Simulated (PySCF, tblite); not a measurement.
# C₅H₃F₄S radical: geometry, infrared bands and EPR parameters

Aim: predict the infrared bands and EPR parameters of C₅H₃F₄S radical (`F[C@H]1[C]=C(C(F)(F)F)SC1`).

The runs use tblite 0.8.0 and PySCF 2.14.0, with density-fitted response routines of our own; the level of theory stands in each step. All values are computed, except where a source is named. Atoms are numbered from 0 throughout.

**1. The molecule as given**

13 atoms, charge 0, multiplicity 2; geometry from: force field or distance geometry start.

Bonds of the start (Å): F0–C1 1.34, C1–C2 1.46, C2–C3 1.29, C3–C4 1.49, C4–F5 1.36, C4–F6 1.36, C4–F7 1.36, C3–S8 1.76, S8–C9 1.89, C9–C1 1.54, C1–H10 1.10, C9–H11 1.09, C9–H12 1.09.

**2. Geometry optimisation with GFN2-xTB**

The job: settings as JSON, then the geometry in Å.

```
{"job": {"kind": "relax", "xc": "GFN2-xTB", "basis": "xTB"}, "charge": 0, "multiplicity": 2}
F     -2.052500    -0.293700    -1.347900
C     -1.550600    -0.621500    -0.146200
C     -0.106600    -0.793900    -0.271500
C      0.858800    -0.010100     0.071600
C      2.305900    -0.062200    -0.268200
F      2.626300     0.851300    -1.230500
F      2.681600    -1.272500    -0.762700
F      3.112200     0.190400     0.800000
S      0.087600     1.347700     0.878200
C     -1.638500     0.581700     0.817000
H     -2.082900    -1.500700     0.243200
H     -1.877400     0.257100     1.832600
H     -2.368300     1.327000     0.488100
```

On the command line:

```bash
> OMP_NUM_THREADS=1 python probes_run.py task.json out
```

This one command runs all jobs of the session in turn.

**Question.** This job is followed by: GFN2-xTB harmonic vibrations, gas phase; UKS B3LYP, pcH-1 on C F H S, non-relativistic, mean-field spin-orbit, GIAO. What will the session give for the following? strongest single infrared mode (GFN2-xTB); zero-point energy (GFN2-xTB); g(iso) (B3LYP); ⟨S²⟩; largest a(iso) (averaged by class); potential on the surface of density 0.002 e/bohr³, 1st and 99th percentile.

As calculated:

```
                                                                  quantity                  value
                                 strongest single infrared mode (GFN2-xTB)  1052 cm⁻¹, 226 km/mol
                                              zero-point energy (GFN2-xTB)          44.0 kcal/mol
                                                            g(iso) (B3LYP)                2.00030
                                                                      ⟨S²⟩     0.761 (exact 0.75)
                                        largest a(iso) (averaged by class)   13C on C2, 402.0 MHz
potential on the surface of density 0.002 e/bohr³, 1st and 99th percentile     -0.72 V and 1.50 V
```

Over 68 steps the energy fell by 0.300 eV; of the close pairs, S8–C9 changed most, 1.889 to 1.836 Å. All 33 modes are real, so the xTB geometry is a minimum. The strongest single mode, at 1052 cm⁻¹, moves mainly C4. Unscaled tight-binding wavenumbers are off by several per cent, some by more. Its intensities can rank the bands wrongly. C2 carries the largest spin population, 0.97 e. The isotropic g lies 2.0 ppt below the free-electron value. The conformer search found further structures of the same energy, which may be mirror or relabelled copies of this one.
